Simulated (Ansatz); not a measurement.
# ZnWO4 (P2/c) in Ansatz: band structure with PBEsol

Aim: the band structure of ZnWO4 with PBEsol.

All numbers are computed with Ansatz 0.2.0; they aren't measurements. Logs are shortened: lines on timing, memory, paths and dates and some standing lists are left out, and cuts for length are marked.

**What was measured.**

From “Optical absorption of divalent metal tungstates: Correlation between the band-gap energy and the cation ionic radius”, 2008, arxiv:0807.2115, for a bulk crystal of ZnWO4 at 300 K: band gap 3.9 eV (optical).

How close the calculation comes is told below.

### Step 1. Starting point

It takes space group P2/c (No. 13, monoclinic). Conventional cell: a = 4.699 Å, b = 5.729 Å, c = 4.937 Å, α = 90.00°, β = 90.61°, γ = 90.00°. W (site symmetry 2) is surrounded by 4 O at 1.80 to 1.92 Å. Around Zn (site symmetry 2) lie 6 O at 2.03 to 2.23 Å. O (site symmetry 1) has 1 W at 1.80 Å as nearest neighbours. Around O (site symmetry 1) lie 2 W at 1.92 to 2.14 Å and 1 Zn at 2.03 Å.

### Step 2. Band structure, PBEsol

input.yaml reads:

```yaml
crystal:
  lattice:
    - [4.6986, 0.0, 0.0]
    - [0.0, 5.7293, 0.0]
    - [-0.052988409, 0.0, 4.9364156144]
  atoms:
    - { symbol: W, position: [0.0, 0.81742, 0.75] }
    - { symbol: W, position: [0.0, 0.18258, 0.25] }
    - { symbol: Zn, position: [0.5, 0.316, 0.75] }
    - { symbol: Zn, position: [0.5, 0.684, 0.25] }
    - { symbol: O, position: [0.2565, 0.6223, 0.8996] }
    - { symbol: O, position: [0.7435, 0.6223, 0.6004] }
    - { symbol: O, position: [0.7435, 0.3777, 0.1004] }
    - { symbol: O, position: [0.2565, 0.3777, 0.3996] }
    - { symbol: O, position: [0.2169, 0.8949, 0.4363] }
    - { symbol: O, position: [0.7831, 0.8949, 0.0637] }
    - { symbol: O, position: [0.7831, 0.1051, 0.5637] }
    - { symbol: O, position: [0.2169, 0.1051, 0.9363] }
hamiltonian:
  xc: pbesol
  pseudopotentials: { kind: paw }
kpoints:
  mp_grid: { grid: [6, 5, 6] }
  band_path:
    path:
      - [[0.0, 0.0, 0.0], [0.0, 0.0, 0.5], [-0.4949490817, 0.0, 0.5055817827], [-0.5, 0.0, 0.5], [-0.5, 0.5, 0.5], [-0.5050509183, 0.5, 0.4944182173], [-0.5, 0.5, 0.0], [-0.5, 0.0, 0.0], [-0.5050509183, 0.0, 0.4944182173]]
      - [[-0.4949490817, 0.5, 0.5055817827], [0.0, 0.5, 0.5], [0.0, 0.5, 0.0]]
      - [[0.0, 0.0, 0.5], [0.0, 0.5, 0.5]]
    npoints: 10
scf:
  occupations: { method: fermi_dirac, width: 0.05 }
  n_extra_bands: 30
output:
  forces: true
  stress: true
  eigenvalues: true
  fatbands: true
  write_density: true
  write_potential: true
  elf: true
  volumetric_format: npy
```

Potentials or basis: Ansatz PAW.

On the command line:

```sh
$ ansatz run input.yaml --threads 4 --pin off --max-ram 11264MiB --backend cpu --events-out ev --progress --plain --runs-dir out
```

Standard output:

```text
Warning: RAYON_NUM_THREADS=4 ignored (pool sized by the plan → 4); use --threads N
scf.n_extra_bands = 30 over 50 filled bands (N_el = 100.0): the run solves 80 bands
Engine: ansatz 0.2.0, x86_64-unknown-linux-gnu
Pseudopotentials: kind: paw
Pseudopotential: W, paw, valence charge 14, recommended cutoff 420 eV (normal), W.paw.azcp
Pseudopotential: Zn, paw, valence charge 12, recommended cutoff 420 eV (normal), Zn.paw.azcp
Pseudopotential: O, paw, valence charge 6, recommended cutoff 420 eV (normal), O.paw.azcp
Functional definition: PBEsol
  exchange = pbesol_x
  correlation = pbesol_c
Crystal: 12 atoms, lattice volume = 132.887 Å³
Basis set: ecut = 420 eV, 2605 PW (Γ), exchange–correlation on 64×80×72 points (8 copies of the dense FFT grid, shifted against one another)
Bands: 80, of which v1, the nominal top of the filled ones, is band 50 counted from 1 (49 counted from 0)
Symmetry: 4 space group operations
Space group: P2/c (ITA 13), of the structure as read, at distance tolerance 5.1e-5 Å
k-points: 60 of 180
Non-local potential: W, projectors of the file, l = 0: 3, l = 1: 2, l = 2: 2, l = 3: 1
Non-local potential: Zn, projectors of the file, l = 0: 2, l = 1: 2, l = 2: 3, l = 3: 1
Non-local potential: O, projectors of the file, l = 0: 2, l = 1: 2, l = 2: 1
PAW form: soft (Blöchl's): semilocal exchange-correlation on the pseudo side does not see the compensation charge
PAW frozen core: W, regenerated for the run's functional, and the local potential with it (the file was generated under x = pbe(κ = 0.804, μ = 0.2195149727645171), c = pbe(β = 0.06672455060314922))
[... 35 lines left out ...]
  E_paw        = -21683.217228  (= ΣΔE_a)
  E_vpaw       = -1350.661180  (= ΣTr[D̂ρ^β])
  E_aug_tail   = 0.018690  (compensation charges beyond the density's cutoff)
  E_ewald      = -7803.074710
  E_core_change = 2.320597  (= ΣΔE_core)
  E_smearing   = -0.000000  (= −TS)
  E_closure    = -0.000000  (closes the sum)
  Σ components = -31565.057919   (vs F -31565.057919, Δ=0.00e0)
--- Forces (eV/Å), atoms counted from 1 ---
  atom   1  W      0.00000000    -0.03107682     0.00000000
  atom   2  W      0.00000000     0.03107682     0.00000000
  atom   3  Zn     0.00000000     0.13889452     0.00000000
  atom   4  Zn     0.00000000    -0.13889452     0.00000000
  atom   5  O     -0.01699205     0.11787860     0.05940813
  atom   6  O      0.01699205     0.11787860    -0.05940813
  atom   7  O      0.01699205    -0.11787860    -0.05940813
  atom   8  O     -0.01699205    -0.11787860     0.05940813
  atom   9  O     -0.12879981     0.00190032     0.03759104
  atom  10  O      0.12879981     0.00190032    -0.03759104
  atom  11  O      0.12879981    -0.00190032    -0.03759104
  atom  12  O     -0.12879981    -0.00190032     0.03759104
  max |Σ_I F_I| component: 2.78e-17 eV/Å
--- Stress (GPa, compression-positive) ---
       -2.987117       0.000000       0.058522
        0.000000      -2.561843       0.000000
        0.058522       0.000000      -3.193252
  P = ⅓ Tr σ = -2.9141 GPa (-29.141 kbar)
--- Band table (eV; the first three rows and the last of 60) ---
  k-point 0: bands = ["-65.6058", "-65.5983", "-30.0146", "-29.9830", "-29.9577", "-29.8883", "-29.8872", "-29.8365", "-9.7875", "-8.4726", "-8.3286", "-8.1616", "-8.1390", "-8.0616", "-7.7972", "-7.6480", "2.2111", "2.4522", "2.7474", "2.9409", "3.2215", "3.4304", "3.4801", "3.6232", "3.7681", "4.2460", "4.3291", "4.4625", "4.4660", "4.6375", "4.7665", "4.9282", "4.9469", "5.0065", "5.5784", "5.6167", "5.7226", "6.2688", "6.2843", "6.4266", "6.5668", "6.7541", "7.0144", "7.2908", "7.4528", "7.6786", "7.7780", "8.1248", "8.1856", "8.2190", "11.8321", "12.2835", "12.3105", "12.3223", "13.0320", "13.3417", "13.8658", "15.5782", "16.6427", "16.8488", "16.9482", "17.7310", "18.9829", "19.3410", "19.6732", "19.8449", "20.4621", "20.7535", "21.7722", "21.8626", "21.9685", "22.5315", "23.4116", "23.9556", "24.4506", "24.7833", "24.8236", "25.4310", "25.9104", "26.2658"]
  k-point 1: bands = ["-65.6053", "-65.5988", "-30.0145", "-29.9878", "-29.9538", "-29.9042", "-29.8708", "-29.8367", "-9.6896", "-8.4916", "-8.3779", "-8.2656", "-8.0856", "-8.0240", "-7.8191", "-7.6635", "2.2883", "2.5110", "2.7820", "3.0163", "3.0222", "3.4286", "3.4779", "3.5737", "3.8241", "4.0374", "4.2770", "4.4876", "4.5554", "4.6522", "4.6824", "4.8964", "5.0646", "5.2446", "5.5661", "5.6733", "5.6902", "6.2097", "6.2770", "6.3145", "6.5957", "6.7390", "7.1126", "7.1297", "7.4089", "7.7221", "7.8122", "8.0490", "8.1874", "8.3954", "11.9324", "12.0691", "12.2243", "12.2974", "13.0643", "13.1376", "14.2496", "15.5547", "16.1790", "16.9905", "17.4211", "17.7338", "18.9178", "19.1277", "19.6806", "19.8861", "20.5227", "20.8896", "21.5279", "21.8477", "22.1908", "22.4738", "23.7943", "24.0212", "24.1968", "24.4860", "25.1692", "25.2159", "25.8471", "25.8548"]
  k-point 2: bands = ["-65.6039", "-65.6002", "-30.0127", "-29.9977", "-29.9449", "-29.9193", "-29.8556", "-29.8386", "-9.4144", "-8.6092", "-8.4867", "-8.4493", "-8.0041", "-7.9517", "-7.8321", "-7.7086", "2.3681", "2.4016", "2.8559", "3.0562", "3.2504", "3.3825", "3.4454", "3.4619", "3.8858", "4.1098", "4.2888", "4.3974", "4.5026", "4.5621", "4.7506", "4.9203", "5.0523", "5.2651", "5.4303", "5.5320", "5.7331", "6.1557", "6.2035", "6.5279", "6.5319", "6.7655", "7.0593", "7.0802", "7.5052", "7.8167", "7.8435", "8.0049", "8.2882", "8.4503", "11.8567", "12.0284", "12.2220", "12.2487", "12.7347", "12.9261", "14.9455", "15.4533", "16.0472", "17.0215", "17.6346", "17.8015", "18.7906", "18.8037", "19.6728", "20.3849", "20.4716", "20.8246", "21.5314", "21.7004", "22.4368", "22.7536", "23.6559", "24.0217", "24.0571", "24.4502", "24.8859", "25.0276", "25.8713", "26.2278"]
  k-point 59: bands = ["-65.6020", "-65.6020", "-30.0093", "-30.0093", "-29.9338", "-29.9338", "-29.8429", "-29.8429", "-8.8150", "-8.8150", "-8.5235", "-8.5235", "-8.1068", "-8.1068", "-7.8112", "-7.8112", "2.5633", "2.5633", "2.9416", "2.9416", "3.1707", "3.1707", "3.4776", "3.4776", "4.1457", "4.1457", "4.2749", "4.2749", "4.4405", "4.4405", "4.7155", "4.7155", "5.3208", "5.3208", "5.5902", "5.5902", "5.7942", "5.7942", "6.4341", "6.4341", "6.8155", "6.8155", "7.2564", "7.2564", "7.4396", "7.4396", "7.6961", "7.6961", "8.1447", "8.1447", "12.1562", "12.1562", "12.3821", "12.3821", "12.8964", "12.8964", "14.9864", "14.9864", "17.0481", "17.0481", "17.3879", "17.3879", "18.8997", "18.8997", "19.6720", "19.6720", "20.6101", "20.6101", "21.5634", "21.5634", "22.6725", "22.6725", "23.7694", "23.7694", "24.5550", "24.5550", "25.2167", "25.2167", "25.9863", "25.9863"]
```

rho_z.tsv:

```text
# z_ang	rho[e/angstrom^3]
# format = ansatz-planar-average/11
# lattice	4.698600000	0.000000000	0.000000000
# lattice	0.000000000	5.729300000	0.000000000
# lattice	-0.052988409	0.000000000	4.936415614
# sites	12
# site	74	-0.039741307	4.683244406	3.702311711
# site	74	-0.013247102	1.046055594	1.234103904
# site	30	2.309558693	1.810458800	3.702311711
# site	30	2.336052898	3.918841200	1.234103904
# site	8	1.157522527	3.565343390	4.440799487
# site	8	3.461594859	3.565343390	2.963823935
# site	8	3.488089064	2.163956610	0.495616128
# site	8	1.184016732	2.163956610	1.972591680
# site	8	0.996007497	5.127150570	2.153758133
# site	8	3.676098298	5.127150570	0.314449675
# site	8	3.649604094	0.602149430	2.782657482
# site	8	0.969513293	0.602149430	4.621965940
0.000000	6.217675e-1
0.137131	6.346634e-1
0.274261	6.614989e-1
0.411392	6.815416e-1
0.548522	6.867533e-1
0.685653	6.906103e-1
[... 28 lines left out ...]
4.662439	6.614989e-1
4.799569	6.346634e-1
```

Run time: 29 s. Hardware: 4 threads of Intel Xeon Platinum 8488C (Sapphire Rapids), shared host; peak memory 1.1 GiB.

What came out:

```yaml
Free_energy: -31565.0579 eV
Pressure: -2.9 GPa
Largest_force: 0.139 eV/Å
Band_gap_on_the_k_mesh: 2.93 eV, indirect (least direct gap 2.96 eV)
Band_gap_along_the_path: 2.90 eV, direct
```

Forces in eV/Å, atoms in the order of the input:
```
W    0.000 -0.031  0.000
W    0.000  0.031  0.000
Zn   0.000  0.139  0.000
Zn   0.000 -0.139  0.000
O   -0.017  0.118  0.059
O    0.017  0.118 -0.059
O    0.017 -0.118 -0.059
O   -0.017 -0.118  0.059
O   -0.129  0.002  0.038
O    0.129  0.002 -0.038
O    0.129 -0.002 -0.038
O   -0.129 -0.002  0.038
```

Stress tensor (GPa, compression positive):
```
-2.99  0.00  0.06
 0.00 -2.56  0.00
 0.06  0.00 -3.19
```

Levels at the corners of the path, in eV from the valence-band top:
| point | band 46 | band 47 | band 48 | band 49 | band 50 | band 51 | band 52 | band 53 | band 54 | band 55 |
| --- | --- | --- | --- | --- | --- | --- | --- | --- | --- | --- |
| Γ | -0.79 | -0.70 | -0.35 | -0.29 | -0.25 | 3.36 | 3.81 | 3.84 | 3.85 | 4.56 |
| Y | -0.78 | -0.53 | -0.53 | -0.10 | -0.10 | 3.40 | 3.40 | 3.84 | 3.84 | 4.19 |
| H | -0.86 | -0.42 | -0.41 | -0.21 | -0.21 | 3.66 | 3.68 | 3.94 | 3.96 | 4.42 |
| C | -0.87 | -0.41 | -0.41 | -0.21 | -0.21 | 3.67 | 3.67 | 3.95 | 3.95 | 4.43 |
| E | -0.99 | -0.87 | -0.87 | -0.34 | -0.34 | 3.67 | 3.67 | 3.92 | 3.92 | 4.42 |
| M1 | -0.96 | -0.88 | -0.86 | -0.35 | -0.34 | 3.66 | 3.68 | 3.91 | 3.92 | 4.41 |
| A | -0.69 | -0.67 | -0.66 | -0.45 | -0.25 | 3.43 | 3.78 | 3.84 | 4.16 | 4.26 |
| X | -0.73 | -0.43 | -0.27 | -0.19 | -0.16 | 3.59 | 3.63 | 3.64 | 4.08 | 4.25 |
| H1 | -0.86 | -0.42 | -0.41 | -0.21 | -0.21 | 3.66 | 3.68 | 3.94 | 3.96 | 4.42 |
| M | -0.96 | -0.88 | -0.86 | -0.35 | -0.34 | 3.66 | 3.68 | 3.91 | 3.92 | 4.41 |
| D | -0.84 | -0.61 | -0.61 | -0.26 | -0.26 | 3.38 | 3.38 | 4.00 | 4.00 | 4.20 |
| Z | -0.89 | -0.64 | -0.52 | -0.50 | 0.00 | 2.90 | 3.81 | 3.95 | 4.16 | 4.59 |
| Y | -0.78 | -0.53 | -0.53 | -0.10 | -0.10 | 3.40 | 3.40 | 3.84 | 3.84 | 4.19 |
| D | -0.84 | -0.61 | -0.61 | -0.26 | -0.26 | 3.38 | 3.38 | 4.00 | 4.00 | 4.20 |

Caveat: the pressure holds a Pulay correction of +0.8 GPa for the finite cutoff; spin-orbit coupling is left out, which moves the levels of the heavy elements; the PAW data sets come from PBE, with cores solved anew for the run's functional, which leaves a small shift of forces and pressure.

### Step 3. The reference run

An earlier run on the cell as given: functional PBEsol; potentials or basis Ansatz PAW; cutoff 420 eV (not typed: the program's choice for these potentials); k mesh 6 × 5 × 6; occupations fermi-dirac, width 0.05 eV; no spin polarisation.

- Pressure: -2.9 GPa
- Largest force: 0.139 eV/Å
- Band gap on the k mesh: 2.93 eV, indirect (least direct gap 2.96 eV)

### Step 4. How close it comes

Step 2. Against the measured gap of ZnWO4, 3.9 eV (optical; 300 K; “Optical absorption of divalent metal tungstates: Correlation between the band-gap energy and the cation ionic radius”, 2008, arxiv:0807.2115), the calculated 2.90 eV is off by -1.00 eV. Spin-orbit coupling on W is left out. The value is that of PBEsol, without temperature or zero-point motion. Semilocal functionals fall short of measured gaps as a rule.
